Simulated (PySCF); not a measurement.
**CASSCF(10,10)/cc-pVDZ run of C2H5BF− (SMILES C=C[BH2-]F)**

Aim: the vertical singlet–triplet gap of C2H5BF− at CASSCF(10,10)/cc-pVDZ, from 2 runs. The job is set up through a Python script.

Program for the calculation: PySCF 2.14.0.

3 further runs of the same task are left out: 1 that didn't finish, 2 set aside as unsound or not needed.

## 1. The system as given

C2H5BF− has 9 atoms, charge -1, and is taken as a singlet. SMILES: `C=C[BH2-]F`. Geometry: relaxed at GFN2-xTB. This is one conformer, not always the lowest.

Bond lengths: C1–C2 1.324 Å, C2–B3 1.615 Å, B3–F4 1.447 Å, C1–H5 1.092 Å, C1–H6 1.081 Å, C2–H7 1.095 Å, B3–H8 1.227 Å, B3–H9 1.227 Å. Some angles: C1–C2–B3 128.0°, C2–B3–F4 111.6°, C1–C2–H7 116.8°, B3–C2–H7 115.2°, C2–C1–H5 124.3°, C2–C1–H6 120.8°, C2–B3–H8 109.6°, C2–B3–H9 109.8°, F4–B3–H8 107.8°, F4–B3–H9 107.9°.

## 2. A single-point energy at CASSCF(10,10)/cc-pVDZ

job.py reads:

```python
import numpy
from pyscf import gto, scf, mp, mcscf

system = gto.M(
    atom='''
C       -0.627950       1.098250       0.709690
C        0.382330       0.392610       0.226810
B        0.320900      -0.980850      -0.620420
F       -1.042780      -1.415910      -0.831150
H       -0.516280       2.024360       1.277880
H       -1.649070       0.780750       0.554500
H        1.389240       0.778880       0.417640
H        0.833040      -0.808530      -1.721500
H        0.910560      -1.869560      -0.013470
''',
    spin=0,
    basis='cc-pvdz',
    max_memory=1860,
    charge=-1,
    verbose=3,
)

hf = scf.RHF(system)
hf.conv_tol = 1e-10
hf.kernel()
if not hf.converged:
    hf = hf.newton().run(hf.mo_coeff, hf.mo_occ)

pt = mp.MP2(scf.addons.convert_to_uhf(hf)).run()
noons, natorbs = mcscf.addons.make_natural_orbitals(pt)
print('natural occupations', numpy.round(noons[:40], 4))
cas = mcscf.CASSCF(hf, 10, 10)
cas.fix_spin_(ss=0.0)
cas.natorb = True
cas.kernel(natorbs)
e_tot = cas.e_tot
print('E(%s) = %.9f' % ('CASSCF', e_tot))
```

The run is started by

```console
$ OMP_NUM_THREADS=1 python job.py
```

Log:

```text
converged SCF energy = -202.802025044617
E(UMP2) = -203.376325083607  E_corr = -0.574300038989627
E(SCS-UMP2) = -203.370740864812  E_corr = -0.568715820194848
natural occupations [1.9999 1.9998 1.9998 1.9998 1.9897 1.9831 1.9784 1.9762 1.9756 1.9723
 1.9703 1.9687 1.968  1.9635 1.9591 1.9381 0.0452 0.0258 0.0223 0.0205
 0.0201 0.018  0.0173 0.0154 0.0142 0.0121 0.0111 0.0103 0.0102 0.0097
 0.0084 0.0078 0.0075 0.0061 0.0056 0.0056 0.0049 0.0043 0.0042 0.004 ]
CASSCF energy = -202.943671034281
CASCI E = -202.943671034281  E(CI) = -23.2166519203317  S^2 = 0.0000000
E(CASSCF) = -202.943671034
```

It took 74 s on 1 thread of Arm Neoverse V1, shared host; peak memory 0.26 GiB.

## 3. The triplet

mol.xyz reads:

```xyz
9

C     -0.627950     1.098250     0.709690
C      0.382330     0.392610     0.226810
B      0.320900    -0.980850    -0.620420
F     -1.042780    -1.415910    -0.831150
H     -0.516280     2.024360     1.277880
H     -1.649070     0.780750     0.554500
H      1.389240     0.778880     0.417640
H      0.833040    -0.808530    -1.721500
H      0.910560    -1.869560    -0.013470
```

input.py reads:

```python
import numpy
from pyscf import gto, scf, mp, mcscf

system = gto.Mole()
system.atom = 'mol.xyz'
system.verbose = 3
system.basis = 'cc-pvdz'
system.spin = 2
system.charge = -1
system.max_memory = 1860
system.build()

mf = scf.ROHF(system)
mf.conv_tol = 1e-10
mf.kernel()
if not mf.converged:
    mf = mf.newton().run(mf.mo_coeff, mf.mo_occ)

pt = mp.MP2(scf.addons.convert_to_uhf(mf)).run()
noons, natorbs = mcscf.addons.make_natural_orbitals(pt)
print('natural occupations', numpy.round(noons[:40], 4))
cas = mcscf.CASSCF(mf, 10, 10)
cas.fix_spin_(ss=2.0)
cas.natorb = True
cas.kernel(natorbs)
energy = cas.e_tot
print(f'total energy: {energy:.8f} hartree')
```

The run is started by

```console
$ OMP_NUM_THREADS=1 python input.py
```

Log:

```text
converged SCF energy = -202.657544878519
E(UMP2) = -203.191957149095  E_corr = -0.534412270576237
E(SCS-UMP2) = -203.186608013557  E_corr = -0.52906313503726
natural occupations [1.9999 1.9998 1.9998 1.9998 1.9897 1.9826 1.9789 1.9763 1.9761 1.9745
 1.9707 1.97   1.969  1.9664 1.9621 0.9943 0.9886 0.0252 0.0221 0.0203
 0.0189 0.016  0.0155 0.0144 0.0131 0.0112 0.0109 0.0099 0.0089 0.0078
 0.0073 0.0073 0.0065 0.0065 0.0058 0.0056 0.0054 0.005  0.0047 0.0043]
CASSCF energy = -202.761315499696
CASCI E = -202.761315499696  E(CI) = -23.0561217567216  S^2 = 2.0000000
total energy: -202.76131550 hartree
```

Run time: 75 s. Hardware: 1 thread of Arm Neoverse V1, shared host; peak memory 0.25 GiB.

## 4. Summary of results

At CASSCF(10,10)/cc-pVDZ:

| quantity | value |
| --- | --- |
| singlet: total energy | -202.94367 Eh |
| singlet: HOMO energy (Hartree–Fock orbitals) | -4.14 eV |
| singlet: LUMO energy (Hartree–Fock orbitals) | 9.99 eV |
| singlet: HOMO–LUMO gap (to an unbound level, set by the basis) | 14.12 eV |
| triplet: total energy | -202.76132 Eh |
| vertical energy of the triplet above the singlet | 4.962 eV |

What this shows: At this shape the triplet lies 4.96 eV (114 kcal/mol) above the singlet. For an anion a state so high probably lies above electron detachment. Mulliken charges (singlet) of the mean-field density run from -0.45 on F4 to +0.47 on B3. The HOMO (triplet) lies at positive energy, 6.54 eV: the electron is unbound at this level or held by a compact basis; values depend on the basis.
